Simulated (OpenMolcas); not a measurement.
**Pt²⁺ among point charges: CASSCF and CASPT2 levels and susceptibility**

How does a field of 6 point charges split the states of Pt²⁺, and what χT follows?

The numbers are computed with OpenMolcas 26.06 (state-averaged CASSCF and CASPT2, spin-orbit coupling by RASSI with atomic mean-field integrals), except any that are marked as measured or tabulated.

## Step 1: The atom as given

```
Species                           : Pt²⁺ (platinum, Z = 78, 76 electrons)
Basis                             : ANO-RCC-VDZP [7s6p4d2f], 59 functions
Scalar Hamiltonian                : DKH2, point nucleus
Inactive shells                   : 1s 2s 2p 3s 3p 3d 4s 4p 4d 4f 5s 5p
Active space                      : 8 electrons in 5 orbitals (5d)
Some configurations of this space : 5d8
Orbitals                          : optimised for each spin and parity, averaged over all roots
```

The outer shells:

5d8
```
5d [↑↓][↑↓][↑↓][↑ ][↑ ]
```

The ion sits among 6 point charges of -1.7 e arranged as an octahedron (Oh), 2.04 Å from the ion.

The work runs as a chain of OpenMolcas steps in one folder; each step below is one input file. Labels, J, g values, rates, χT and fits are worked out afterwards by a script from the matrices that RASSI stores. The input lists half of the charges; inversion (Group=XYZ) makes the rest.

## Step 2: One- and two-electron integrals

Input file a.inp:

```
&GATEWAY
Coord
1

Pt 0.0 0.0 0.0
Basis=ANO-RCC-VDZP
Group=XYZ
NoMove
AngMom=0.0 0.0 0.0
AMFI
XField
3 Angstrom 0
2.040000 0.000000 0.000000 -1.700000
0.000000 2.040000 0.000000 -1.700000
0.000000 0.000000 2.040000 -1.700000
&SEWARD
```

Run with:

```bash
$ OMP_NUM_THREADS=1 MOLCAS_MEM=1689 MOLCAS_PROJECT=a pymolcas a.inp > a.log
```

## Step 3: CASSCF: triplets of even parity, 10 roots

Input file a.inp:

```
&RASSCF
FileOrb=start.orb
Symmetry=1
Spin=3
nActEl=8 0 0
Inactive=15 19
Ras2=5 0
CIRoot=10 10 1
SDav=10
CIMx=300
Iter=120 100
PrWF=0.3
OrbListing=Nothing
MaxOrb=0
>>> COPY $Project.JobIph JOB001
```

start.orb holds the contracted functions of the basis, ordered by shell, or the orbitals of the step before.

## Step 4: Reference wave functions, singlets of even parity, 15 roots

Input file a.inp:

```
&RASSCF
FileOrb=start.orb
Symmetry=1
Spin=1
nActEl=8 0 0
Inactive=15 19
Ras2=5 0
CIRoot=15 15 1
SDav=15
CIMx=300
Iter=120 100
PrWF=0.3
OrbListing=Nothing
MaxOrb=0
>>> COPY $Project.JobIph JOB002
```

## Step 5: State interaction with spin-orbit coupling

Input file a.inp:

```
&RASSI
NrOfJobIphs=2 10 15
1 2 3 4 5 6 7 8 9 10
1 2 3 4 5 6 7 8 9 10 11 12 13 14 15
IphNames
JOB001
JOB002
EJob
SpinOrbit
DIPRint=1.0
SOCoupling=1000.0
Subsets=2
Property=9
'ANGMOM' 1 'ANGMOM' 2 'ANGMOM' 3 'MLTPL  1' 1 'MLTPL  1' 2 'MLTPL  1' 3
'AMFI' 1 'AMFI' 2 'AMFI' 3
SOProperty=3
'ANGMOM' 1 'ANGMOM' 2 'ANGMOM' 3
```

## Step 6: CASPT2: IPEA 0.25, imaginary shift 0.1 (closed shells correlated: 5s 5p)

Input file a.inp:

```
>>> COPY JOB001 $Project.JobIph
&CASPT2
Multistate=10 1 2 3 4 5 6 7 8 9 10
NoMult
Frozen=14 16
IPEA=0.25
Imaginary=0.1
MaxIter=60
WThr=0.0 0.3 0.05
PrWF=0.5
NoMix
>>> COPY JOB002 $Project.JobIph
&CASPT2
Multistate=15 1 2 3 4 5 6 7 8 9 10 11 12 13 14 15
NoMult
Frozen=14 16
IPEA=0.25
Imaginary=0.1
MaxIter=60
WThr=0.0 0.3 0.05
PrWF=0.5
NoMix
```

(Steps that only read results are left out.)

Before running it: what results should come out? Wanted: spin-free ground state; first state of the same spin within the active space; lowest level; next level.

As calculated:

| quantity | value |
| --- | --- |
| method | SS-CASPT2, IPEA 0.25, imaginary shift 0.1 (closed shells correlated: 5s 5p) |
| spin-free ground state | 3A2, 1-fold in its orbital part |
| first state of the same spin within the active space | 3T2 at 11700 cm⁻¹ |
| lowest level | 3-fold T2 |
| next level | 7760.8 cm⁻¹ |
| χT at 300 K | 2.18 cm³ K/mol |
| effective moment at 300 K | 4.18 μB |

Cost by method:

```tsv
method	time of its own steps	time with the reference
A. CASSCF	3.9 s	3.9 s
B. SS-CASPT2, IPEA 0.25, imaginary shift 0.1, +5s 5p	1.5 s	5.4 s
```

Times are of one thread on a shared host.

**Reading.** The spin-free ground state (3A2) comes to 100 % from free-ion F terms and keeps the highest spin of the shell. χT at 300 K is 2.18, against 1.00 cm³ K/mol for the spin alone, so orbital moment adds to it. A ligand-field fit to the states below 45000 cm-1 gives 10Dq = 11229 cm-1, B = 774 cm-1 and C = 2982 cm-1 (C/B = 3.85), with a deviation of 411 cm-1. CASPT2 does not keep the components of a term degenerate, and the means are used. The field of point charges can differ much from that of real complexes. Point charges carry no covalency, so the field is a model and not that of real ligands.
